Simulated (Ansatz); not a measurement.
A run of Ansatz 0.2.0 is set up as follows.

The input input.yaml:

```yaml
crystal:
  lattice:
    - [1.7937903697, 1.0356453528, 4.9219572124]
    - [-1.7937903697, 1.0356453528, 4.9219572124]
    - [0.0, -2.0712907056, 4.9219572124]
  atoms:
    - { symbol: Ge, position: [0.0, 0.0, 0.0] }
    - { symbol: "N", position: [0.5839044, 0.5839044, 0.5839044] }
    - { symbol: "N", position: [0.4160956, 0.4160956, 0.4160956] }
    - { symbol: C, position: [0.5, 0.5, 0.5] }
kpoints:
  mp_grid: { grid: [9, 9, 9] }
scf:
  occupations: { method: fermi_dirac, width: 0.05 }
hamiltonian:
  xc: pbesol
  pseudopotentials: { kind: all_electron, lapw: { basis_error: 0.001 } }
output:
  forces: true
  stress: true
  eigenvalues: true
  populations: true
```

Potentials or basis: all-electron LAPW, scalar-relativistic.

Run with:

```sh
$ ansatz run input.yaml --threads 2 --pin off --max-ram 8192MiB --backend cpu --events-out ev --progress --plain --runs-dir out
```

(1) What does it give for the Loewdin charges?

(2) Predict the pressure.

Results:

(1) Ge +0.71; N -0.44; C +0.33 e.

(2) -3.3 GPa.

Caveat: an odd mesh through Γ misses points on the zone boundary, where band edges often lie.
